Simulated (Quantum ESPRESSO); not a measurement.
The system is HfMoC2.

```
CELL_PARAMETERS angstrom
3.19142 0.00000 0.00000
0.00000 3.19142 0.00000
0.00000 0.00000 4.48516
ATOMIC_POSITIONS crystal
Hf 0.00000 0.00000 0.00000
Mo 0.50000 0.50000 0.50000
C 0.50000 0.50000 0.00000
C 0.00000 0.00000 0.50000
```

The cell comes from a database or a generator and needn't be the stable form of this composition.

| Quantity | Value |
| --- | --- |
| Program | Quantum ESPRESSO 7.5 |
| Task | single point |
| Functional | PBEsol |
| Potentials or basis | GBRV 1.5 PBEsol |
| Cutoff | 612 eV |
| Density cutoff | 4898 eV |
| k mesh | 8 × 8 × 6 |
| Occupations | fermi-dirac, width 0.05 eV |
| Spin | no spin polarisation |

On this cell: pressure -9.0 GPa; largest force under 0.003 eV/Å; band gap on the k mesh none (metal or under the smearing width).

The same run follows on a disturbed copy (atoms moved at random, drawn with an rms of 0.05 Å):

```
Hf Mo C
1.0
     3.19142    0.00000    0.00000
     0.00000    3.19142    0.00000
     0.00000    0.00000    4.48516
Hf Mo C
1 1 2
Direct
  0.99128 0.00120 0.99060
  0.50708 0.49844 0.50548
  0.49023 0.47725 0.01013
  0.01134 0.99367 0.49604
```

Task: What does the disturbed cell give?

Result: The energy (extrapolated to zero smearing) moves by +23.6 meV/atom; pressure -8.4 GPa; largest force 1.282 eV/Å; band gap on the k mesh none (metal or under the smearing width).

Forces on the atoms (eV/Å):
```
Hf   0.281 -0.824  0.941
Mo  -0.315 -0.153 -0.557
C    0.273  0.999 -0.510
C   -0.239 -0.021  0.126
```

Stress tensor (GPa, compression positive):
```
 -6.96   0.02   0.14
  0.02  -7.04   0.09
  0.14   0.09 -11.11
```
